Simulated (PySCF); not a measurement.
# CH6NOPSi: the cost of one run

Programs: PySCF 2.14.0, with density-fitted response routines of our own. Each step states its level of theory. These are calculated values for one molecule in the gas phase, unless marked as measured. Atoms count from 0, in the outputs and in this text.

## (1) The starting structure

11 atoms, charge 0, multiplicity 1; geometry from: GFN2-xTB. The atoms were then displaced at random by about 0.01 Å, so the start is not that level's minimum.

Bonds of the start (Å): C0–N1 1.25, N1–Si2 1.73, Si2–O3 1.63, Si2–P4 2.26, C0–H5 1.08, C0–H6 1.09, Si2–H7 1.45, O3–H8 0.99, P4–H9 1.40, P4–H10 1.38.

## (2) Geometry optimisation at PBE0-D3(BJ)/def2-SVP

The job: settings as JSON, then the geometry in Å.

```
{"job": {"xc": "PBE0", "basis": "def2-SVP", "d3": "d3bj", "grid": 1, "shake": 0.01, "kind": "geom"}, "charge": 0, "multiplicity": 1}
C     -1.486050    -1.175300     0.649160
N     -0.817050    -0.115990     0.642480
Si     0.127820     0.685910    -0.557860
O      0.272150     2.249790    -0.119450
P      2.269490    -0.020750    -0.418110
H     -1.940370    -1.491180     1.579310
H     -1.722100    -1.756340    -0.237320
H     -0.326140     0.572160    -1.930070
H     -0.521190     2.710140     0.256510
H      2.196980    -0.375550     0.937180
H      1.984570    -1.308710    -0.817500
```

On the command line:

```console
$ OMP_NUM_THREADS=1 python probes_run.py task.json out
```

The driver reads the jobs from task.json and runs them one after another.

Q: Estimate the wall time and peak memory of this first job on 1 thread of Arm Neoverse V1, shared host.

About 1.8 min, with a peak of 0.45 GiB.
